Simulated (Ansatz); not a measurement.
# AgAu3 (I4/mmm) in Ansatz: notebook

One crystal, AgAu3, is run at these levels: PBEsol; tasks: single point.

Program: Ansatz 0.2.0. These are calculated values, not measurements. Logs are shortened: lines on timing, memory, paths and dates and some standing lists are left out, and cuts for length are marked.

### Step 1. The crystal as given

It takes space group I4/mmm (No. 139, tetragonal). The conventional cell has a = 4.105 Å, b = 4.105 Å, c = 8.309 Å, α = 90.00°, β = 90.00°, γ = 90.00°. Au (site symmetry 4/mmm) has 4 Ag at 2.90 Å and 8 Au at 2.92 Å as nearest neighbours. Au (site symmetry -4m2) has 8 Au at 2.90 to 2.92 Å and 4 Ag at 2.92 Å as nearest neighbours. Around Ag (site symmetry 4/mmm) lie 12 Au at 2.90 to 2.92 Å.

The cell comes from a database or a generator and needn't be the stable form of this composition.

### Step 2. Single point, PBEsol, 16.45 Å³/atom (volume scaled by 0.94)

Input file input.yaml:

```yaml
crystal:
  lattice:
    - [-2.0105798287, 2.0105798287, 4.0695853987]
    - [2.0105798287, -2.0105798287, 4.0695853987]
    - [2.0105798287, 2.0105798287, -4.0695853987]
  atoms:
    - { symbol: Au, position: [0.5, 0.5, 0.0] }
    - { symbol: Au, position: [0.25, 0.75, 0.5] }
    - { symbol: Au, position: [0.75, 0.25, 0.5] }
    - { symbol: Ag, position: [0.0, 0.0, 0.0] }
kpoints:
  mp_grid: { grid: [9, 9, 9] }
scf:
  occupations: { method: fermi_dirac, width: 0.05 }
hamiltonian:
  xc: pbesol
  pseudopotentials: { kind: all_electron, lapw: { basis_error: 0.001 } }
output:
  forces: true
  stress: true
  eigenvalues: true
```

Potentials or basis: all-electron LAPW, scalar-relativistic.

Started as:

```bash
$ ansatz run input.yaml --threads 2 --pin off --max-ram 8192MiB --backend cpu --events-out ev --progress --plain --runs-dir out
```

What it wrote:

```text
Warning: RAYON_NUM_THREADS=2 ignored (pool sized by the plan → 2); use --threads N
LAPW: plane waves up to 8.203 Å⁻¹, error target 1.0e-3 eV per atom; small_component_spin mean_spin; Ag in spheres of 1.422 Å, 19 of its electrons in bands, Dirac shells []; Au in spheres of 1.422 Å, 43 of its electrons in bands, Dirac shells [] (how accurate: hamiltonian.pseudopotentials.lapw.basis_error, Limitations)
Engine: ansatz 0.2.0, x86_64-unknown-linux-gnu
Pseudopotentials: kind: all_electron
Pseudopotential: Au, LAPW, valence charge 43, lapw/all_electron/scalar/gaussian/Au, Koelling and Harmon's equation, gaussian nucleus
Pseudopotential: Ag, LAPW, valence charge 19, lapw/all_electron/scalar/gaussian/Ag, Koelling and Harmon's equation, gaussian nucleus
Functional definition: PBEsol
  exchange = pbesol_x
  correlation = pbesol_c
Crystal: 4 atoms, lattice volume = 65.804 Å³
Basis set: ecut = 256.3734732041446 eV, 631 PW (Γ), FFT grids on a1+a3, a2+a3, a3, exchange–correlation at level 2
Bands: 89, of which v1, the nominal top of the filled ones, is band 74 counted from 1 (73 counted from 0)
Symmetry: 16 space group operations
Space group: I4/mmm (ITA 139), of the structure as read, at distance tolerance 4.0e-5 Å
k-points: 75 of 729
Non-local potential: Au, projectors of the file, none
Non-local potential: Ag, projectors of the file, none
Initial density: superposition of atomic densities (chi_scale 0.1, normalization cell, long waves kept (reshape's long-wave potential 0.00 eV rms))
Initial wavefunctions: plane waves of lowest kinetic energy (no species holds an atomic orbital)
Functional: x = pbesol(κ = 0.804, μ = 0.12345679012345678), c = pbesol(β = 0.046)
iter 1 solved again at ethr=1.82e-4 eV; its pass at ethr=1.00e-1 eV (dr2=2.69e-1 eV) is discarded
SCF iter   1: F=—  HF=-1695837.421133 eV  |F-HF|=—  |Δ(HF+E_count)|=         —  Δρ=2.60e-2  dr2=2.70e-1  ethr=1.82e-4  ⟨swp⟩=3.1  Hψ=41762  notcnv=0
preconditioner: auto → LDOS  [metal: Δε(μ)=0.080 eV  Ē_g=14.535 eV  σ=0.050 eV  W_gap=0.38  n_scr=32 (ndim 8)  ℏωp=30.4 eV  f_vac=0.020  D(μ)=0.87/eV (n_scr^D=2)  β→1.0]
SCF iter   2: F=—  HF=-1695838.302054 eV  |F-HF|=—  |Δ(HF+E_count)|=   8.81e-1  Δρ=1.40e-2  dr2=1.14e-1  ethr=1.82e-4  ⟨swp⟩=3.0  Hψ=22046  notcnv=0
preconditioner: auto → Kerker (q_TF=auto, 3.123 Å⁻¹)  [metal: Δε(μ)=0.027 eV  Ē_g=15.633 eV  σ=0.050 eV  W_gap=0.13  n_scr=32 (ndim 8)  ℏωp=30.4 eV  f_vac=0.002  D(μ)=0.96/eV (n_scr^D=2)  β→0.5]
iter 3 solved again at ethr=5.76e-6 eV; its pass at ethr=7.68e-5 eV (dr2=8.52e-3 eV) is discarded
SCF iter   3: F=—  HF=-1695836.245456 eV  |F-HF|=—  |Δ(HF+E_count)|=    2.06e0  Δρ=3.26e-3  dr2=8.52e-3  ethr=5.76e-6  ⟨swp⟩=2.0  Hψ=34607  notcnv=0
SCF iter   4: F=—  HF=-1695836.207931 eV  |F-HF|=—  |Δ(HF+E_count)|=   3.75e-2  Δρ=2.89e-3  dr2=4.69e-3  ethr=5.76e-6  ⟨swp⟩=2.1  Hψ=19295  notcnv=0
SCF iter   5: F=—  HF=-1695836.207914 eV  |F-HF|=—  |Δ(HF+E_count)|=   1.62e-5  Δρ=1.80e-3  dr2=2.86e-3  ethr=3.17e-6  ⟨swp⟩=2.0  Hψ=18783  notcnv=0
SCF iter   6: F=—  HF=-1695836.207470 eV  |F-HF|=—  |Δ(HF+E_count)|=   4.44e-4  Δρ=1.03e-3  dr2=8.71e-4  ethr=1.93e-6  ⟨swp⟩=2.0  Hψ=18664  notcnv=0
SCF iter   7: F=—  HF=-1695836.207594 eV  |F-HF|=—  |Δ(HF+E_count)|=   1.24e-4  Δρ=2.85e-4  dr2=7.70e-5  ethr=5.89e-7  ⟨swp⟩=2.0  Hψ=19269  notcnv=0
SCF iter   8: F=—  HF=-1695836.207591 eV  |F-HF|=—  |Δ(HF+E_count)|=   3.43e-6  Δρ=1.59e-4  dr2=2.26e-5  ethr=5.20e-8  ⟨swp⟩=2.0  Hψ=19291  notcnv=0
SCF iter   9: F=—  HF=-1695836.207575 eV  |F-HF|=—  |Δ(HF+E_count)|=   1.59e-5  Δρ=8.80e-5  dr2=5.05e-6  ethr=1.53e-8  ⟨swp⟩=2.0  Hψ=19291  notcnv=0
SCF iter  10: F=—  HF=-1695836.207575 eV  |F-HF|=—  |Δ(HF+E_count)|=   6.01e-7  Δρ=3.36e-5  dr2=1.44e-6  ethr=3.42e-9  ⟨swp⟩=2.0  Hψ=19291  notcnv=0
SCF iter  11: F=—  HF=-1695836.207575 eV  |F-HF|=—  |Δ(HF+E_count)|=   2.90e-7  Δρ=1.71e-5  dr2=3.86e-7  ethr=9.74e-10  ⟨swp⟩=2.0  Hψ=19291  notcnv=0
SCF iter  12: F=—  HF=-1695836.207575 eV  |F-HF|=—  |Δ(HF+E_count)|=   1.51e-8  Δρ=1.01e-5  dr2=1.19e-7  ethr=2.61e-10  ⟨swp⟩=2.0  Hψ=19291  notcnv=0
SCF iter  13: F=-1695836.207575 eV  HF=-1695836.207575 eV  |F-HF|=3.12e-8  |Δ(HF+E_count)|=   7.22e-8  Δρ=5.25e-6  dr2=2.30e-8  ethr=8.03e-11  ⟨swp⟩=2.0  Hψ=19291  notcnv=0
SCF 1 converged in 13 iterations: F = -1695836.207575 eV  dr2 = 2.30e-8
SCF converged after 13 iterations
Free energy (F): -1695836.207575 eV
Harris-Foulkes:  -1695836.207575 eV  (|F-HF|=3.12e-8)
Internal energy: -1695836.200289 eV  (E = F + TS)
E sigma→0 (E₀):  -1695836.203932 eV
Entropy (-TS):   -0.007286 eV (-1.822 meV/atom)
Fermi energy:    24.418133 eV
--- Per-component energies (eV) ---
  E_band       = -11730.357605
  E_kinetic    = 1919076.476458
  E_xc         = -33313.272769
  E_electrostatic = -3581599.403978  (all electrons and nuclei)
  E_smearing   = -0.007286  (= −TS)
  E_closure    = 0.000000  (closes the sum)
  E_atoms      = -1695820.974965  (free atoms, spherical and without spin; not in F)
  Σ components = -1695836.207575   (vs F -1695836.207575, Δ=0.00e0)
  Basis errors (estimates in eV, not in F): energy 2.1e-4 per atom: plane waves 1.9e-4 (9.5e-5 summed), levels above the bands 2.7e-147, relativity 8.0e-9, radial functions 2.2e-5, core shells 7.6e-7; eigenvalues (radial functions only) 2.2e-6; not estimated: angular momenta, meshes, grids; target (lapw.basis_error) 1.0e-3; muffin-tin radii Ag 1.422 Å, Au 1.422 Å
--- Forces (eV/Å), atoms counted from 1 ---
  atom   1  Au    -0.00000000     0.00000000     0.00000000
  atom   2  Au     0.00000000     0.00000000     0.00000000
  atom   3  Au    -0.00000000    -0.00000000    -0.00000000
  atom   4  Ag    -0.00000000    -0.00000000    -0.00000000
  max |Σ_I F_I| component: 6.94e-18 eV/Å
--- Stress (GPa, compression-positive) ---
        4.524832       0.000000      -0.000000
        0.000000       4.524832       0.000000
       -0.000000       0.000000       4.465621
  P = ⅓ Tr σ = 4.5051 GPa (45.051 kbar)
--- Band table (eV; the first three rows and the last of 75) ---
  k-point 0: bands = ["-298.2311", "-298.2311", "-298.2303", "-298.2303", "-298.2303", "-298.2303", "-298.2219", "-298.2219", "-298.2123", "-298.2123", "-298.1708", "-298.1674", "-298.1674", "-298.1636", "-298.1497", "-81.1516", "-81.1408", "-81.0877", "-67.4159", "-54.2002", "-54.1997", "-54.1930", "-54.1930", "-54.1923", "-54.1923", "-54.1869", "-54.1868", "-54.1868", "-54.1865", "-54.1811", "-54.1811", "-54.1809", "-54.1809", "-54.1376", "-54.1325", "-54.1302", "-54.1302", "-54.1228", "-54.1228", "-54.1169", "-32.6143", "-32.6086", "-32.6086", "-32.5293", "-32.5196", "-32.5196", "-32.4551", "-32.4551", "-32.4340", "-30.9259", "-30.9259", "-30.9193", "14.6666", "17.2756", "17.5628", "18.2426", "18.3912", "19.1511", "19.1511", "19.1673", "19.1673", "19.5393", "19.6477", "19.6477", "20.7522", "21.0753", "21.1257", "21.1867", "22.2681", "22.3662", "22.5841", "22.5841", "22.9153", "25.3532", "29.5880", "29.6311", "30.5264", "30.5264", "31.0311", "31.0311", "31.5580", "33.4760", "34.2702", "34.8532", "34.8532", "39.2186", "42.0431", "43.1760", "43.3895"]
  k-point 1: bands = ["-298.2311", "-298.2311", "-298.2303", "-298.2303", "-298.2303", "-298.2303", "-298.2219", "-298.2219", "-298.2123", "-298.2123", "-298.1708", "-298.1674", "-298.1674", "-298.1636", "-298.1497", "-81.1509", "-81.1414", "-81.0878", "-67.4159", "-54.2002", "-54.1998", "-54.1930", "-54.1929", "-54.1924", "-54.1923", "-54.1869", "-54.1868", "-54.1867", "-54.1865", "-54.1811", "-54.1810", "-54.1810", "-54.1809", "-54.1376", "-54.1325", "-54.1302", "-54.1302", "-54.1228", "-54.1228", "-54.1169", "-32.6233", "-32.5976", "-32.5927", "-32.5458", "-32.5258", "-32.5060", "-32.4646", "-32.4528", "-32.4359", "-30.9271", "-30.9257", "-30.9194", "14.9552", "17.4440", "17.7397", "18.4004", "18.5255", "18.8842", "18.8844", "19.3274", "19.3357", "19.5390", "19.6590", "19.7329", "20.7530", "21.0264", "21.0891", "21.2039", "21.8230", "22.0560", "22.1656", "22.4388", "22.6534", "26.4008", "28.2450", "28.8374", "29.4239", "29.6300", "30.6808", "32.9025", "33.2914", "33.7371", "34.8962", "35.4187", "35.4650", "39.5169", "41.8484", "42.7669", "42.9949"]
  k-point 2: bands = ["-298.2311", "-298.2311", "-298.2303", "-298.2303", "-298.2303", "-298.2303", "-298.2219", "-298.2219", "-298.2123", "-298.2123", "-298.1708", "-298.1674", "-298.1674", "-298.1636", "-298.1497", "-81.1492", "-81.1429", "-81.0880", "-67.4159", "-54.2001", "-54.1998", "-54.1930", "-54.1927", "-54.1926", "-54.1923", "-54.1869", "-54.1868", "-54.1867", "-54.1866", "-54.1811", "-54.1811", "-54.1809", "-54.1809", "-54.1376", "-54.1325", "-54.1302", "-54.1302", "-54.1228", "-54.1228", "-54.1169", "-32.6351", "-32.5798", "-32.5665", "-32.5524", "-32.5511", "-32.4915", "-32.4799", "-32.4478", "-32.4418", "-30.9287", "-30.9253", "-30.9197", "15.7579", "17.7801", "18.2401", "18.2935", "18.3200", "18.8099", "18.8767", "19.2833", "19.8179", "19.8723", "19.8857", "19.9794", "20.4650", "20.6692", "20.6916", "20.7928", "21.3277", "21.5587", "22.0170", "22.1111", "22.4302", "27.4174", "27.5616", "27.5735", "28.1160", "28.4945", "29.7592", "32.0475", "36.1866", "36.2867", "36.7649", "37.3063", "37.3511", "39.3940", "39.7987", "42.3982", "42.5131"]
  k-point 74: bands = ["-298.2311", "-298.2311", "-298.2303", "-298.2303", "-298.2303", "-298.2303", "-298.2219", "-298.2219", "-298.2123", "-298.2123", "-298.1708", "-298.1674", "-298.1674", "-298.1636", "-298.1497", "-81.1506", "-81.1411", "-81.0884", "-67.4159", "-54.2002", "-54.1998", "-54.1930", "-54.1930", "-54.1923", "-54.1923", "-54.1869", "-54.1868", "-54.1868", "-54.1865", "-54.1811", "-54.1811", "-54.1809", "-54.1809", "-54.1376", "-54.1325", "-54.1302", "-54.1302", "-54.1228", "-54.1228", "-54.1169", "-32.6241", "-32.6233", "-32.5558", "-32.5292", "-32.5072", "-32.4866", "-32.4727", "-32.4726", "-32.4712", "-30.9257", "-30.9257", "-30.9227", "16.8392", "17.2073", "17.3841", "17.5825", "17.6259", "17.6516", "18.4360", "18.5967", "20.0264", "20.0399", "20.6941", "20.9554", "20.9606", "21.0218", "21.6217", "21.9008", "22.0477", "22.0826", "22.3529", "22.4860", "22.5934", "22.6102", "24.6823", "26.1367", "30.6322", "32.2970", "34.3832", "34.4763", "34.9189", "34.9576", "38.0590", "38.4571", "38.8531", "39.0881", "40.3158", "40.8489", "41.6364"]
```

Run time: 94 s. Hardware: 2 threads of Intel Xeon Platinum 8259CL at 2.50GHz (Skylake/Cascade Lake), shared host; peak memory 1.2 GiB.

Results:

| Quantity | Value |
| --- | --- |
| Free energy | -1695836.2076 eV |
| Pressure | 4.5 GPa |
| Band gap on the k mesh | none (metal or under the smearing width) |

### Step 3. Single point, PBEsol, 16.80 Å³/atom (volume scaled by 0.96)

Edit input.yaml of step 2 so:

```diff
@@ -2,5 +2,5 @@
   lattice:
-    - [-2.0105798287, 2.0105798287, 4.0695853987]
-    - [2.0105798287, -2.0105798287, 4.0695853987]
-    - [2.0105798287, 2.0105798287, -4.0695853987]
+    - [-2.0247393081, 2.0247393081, 4.098245395]
+    - [2.0247393081, -2.0247393081, 4.098245395]
+    - [2.0247393081, 2.0247393081, -4.098245395]
   atoms:
```

Potentials or basis: all-electron LAPW, scalar-relativistic.

Started as:

```bash
$ ansatz run input.yaml --threads 2 --pin off --max-ram 8192MiB --backend cpu --events-out ev --progress --plain --runs-dir out
```

It took 90 s on 2 threads of Intel Xeon Platinum 8259CL at 2.50GHz (Skylake/Cascade Lake), shared host; peak memory 1.2 GiB.

The run converged. Its results:

```yaml
Free_energy: -1695836.2303 eV
Pressure: 0.8 GPa
Band_gap_on_the_k_mesh: none (metal or under the smearing width)
```

### Step 4. Single point, PBEsol, 17.15 Å³/atom (volume scaled by 0.98)

Edit input.yaml of step 3 so:

```diff
@@ -2,5 +2,5 @@
   lattice:
-    - [-2.0247393081, 2.0247393081, 4.098245395]
-    - [2.0247393081, -2.0247393081, 4.098245395]
-    - [2.0247393081, 2.0247393081, -4.098245395]
+    - [-2.0387034687, 2.0387034687, 4.1265100495]
+    - [2.0387034687, -2.0387034687, 4.1265100495]
+    - [2.0387034687, 2.0387034687, -4.1265100495]
   atoms:
```

Started as:

```bash
$ ansatz run input.yaml --threads 2 --pin off --max-ram 8192MiB --backend cpu --events-out ev --progress --plain --runs-dir out
```

Run time: 98 s. Hardware: 2 threads of Intel Xeon Platinum 8259CL at 2.50GHz (Skylake/Cascade Lake), shared host; peak memory 1.2 GiB.

It converged, with:

```yaml
Free_energy: -1695836.2229 eV
Pressure: -2.4 GPa
Band_gap_on_the_k_mesh: none (metal or under the smearing width)
```

### Step 5. Single point, PBEsol, 17.50 Å³/atom

Edit input.yaml of step 4 so:

```diff
@@ -2,5 +2,5 @@
   lattice:
-    - [-2.0387034687, 2.0387034687, 4.1265100495]
-    - [2.0387034687, -2.0387034687, 4.1265100495]
-    - [2.0387034687, 2.0387034687, -4.1265100495]
+    - [-2.05247891, 2.05247891, 4.15439272]
+    - [2.05247891, -2.05247891, 4.15439272]
+    - [2.05247891, 2.05247891, -4.15439272]
   atoms:
```

Started as:

```bash
$ ansatz run input.yaml --threads 2 --pin off --max-ram 8192MiB --backend cpu --events-out ev --progress --plain --runs-dir out
```

It took 1.7 min on 2 threads of Intel Xeon Platinum 8259CL at 2.50GHz (Skylake/Cascade Lake), shared host; peak memory 1.2 GiB.

It converged, with:

- Free energy: -1695836.1891 eV
- Pressure: -5.2 GPa
- Band gap on the k mesh: none (metal or under the smearing width)

### Step 6. Single point, PBEsol, 17.85 Å³/atom (volume scaled by 1.02)

Edit input.yaml of step 5 so:

```diff
@@ -2,5 +2,5 @@
   lattice:
-    - [-2.05247891, 2.05247891, 4.15439272]
-    - [2.05247891, -2.05247891, 4.15439272]
-    - [2.05247891, 2.05247891, -4.15439272]
+    - [-2.0660718817, 2.0660718817, 4.1819060564]
+    - [2.0660718817, -2.0660718817, 4.1819060564]
+    - [2.0660718817, 2.0660718817, -4.1819060564]
   atoms:
```

Potentials or basis: all-electron LAPW, scalar-relativistic.

Started as:

```bash
$ ansatz run input.yaml --threads 2 --pin off --max-ram 8192MiB --backend cpu --events-out ev --progress --plain --runs-dir out
```

Run time: 1.8 min. Hardware: 2 threads of Intel Xeon Platinum 8259CL at 2.50GHz (Skylake/Cascade Lake), shared host; peak memory 1.2 GiB.

The run converged. Its results:

- Free energy: -1695836.1325 eV
- Pressure: -7.7 GPa
- Band gap on the k mesh: none (metal or under the smearing width)

### Step 7. Single point, PBEsol, 18.20 Å³/atom (volume scaled by 1.04)

Edit input.yaml of step 6 so:

```diff
@@ -2,5 +2,5 @@
   lattice:
-    - [-2.0660718817, 2.0660718817, 4.1819060564]
-    - [2.0660718817, -2.0660718817, 4.1819060564]
-    - [2.0660718817, 2.0660718817, -4.1819060564]
+    - [-2.0794883088, 2.0794883088, 4.2090620514]
+    - [2.0794883088, -2.0794883088, 4.2090620514]
+    - [2.0794883088, 2.0794883088, -4.2090620514]
   atoms:
```

Started as:

```bash
$ ansatz run input.yaml --threads 2 --pin off --max-ram 8192MiB --backend cpu --events-out ev --progress --plain --runs-dir out
```

Run time: 93 s. Hardware: 2 threads of Intel Xeon Platinum 8259CL at 2.50GHz (Skylake/Cascade Lake), shared host; peak memory 1.2 GiB.

It converged, with:

```yaml
Free_energy: -1695836.0562 eV
Pressure: -9.7 GPa
Band_gap_on_the_k_mesh: none (metal or under the smearing width)
```

### Step 8. Single point, PBEsol, 18.55 Å³/atom (volume scaled by 1.06)

Edit input.yaml of step 7 so:

```diff
@@ -2,5 +2,5 @@
   lattice:
-    - [-2.0794883088, 2.0794883088, 4.2090620514]
-    - [2.0794883088, -2.0794883088, 4.2090620514]
-    - [2.0794883088, 2.0794883088, -4.2090620514]
+    - [-2.0927338144, 2.0927338144, 4.2358720867]
+    - [2.0927338144, -2.0927338144, 4.2358720867]
+    - [2.0927338144, 2.0927338144, -4.2358720867]
   atoms:
```

Started as:

```bash
$ ansatz run input.yaml --threads 2 --pin off --max-ram 8192MiB --backend cpu --events-out ev --progress --plain --runs-dir out
```

Run time: 84 s. Hardware: 2 threads of Intel Xeon Platinum 8259CL at 2.50GHz (Skylake/Cascade Lake), shared host; peak memory 1.2 GiB.

The run converged. Its results:

```
Free energy            : -1695835.9630 eV
Pressure               : -11.5 GPa
Band gap on the k mesh : none (metal or under the smearing width)
```
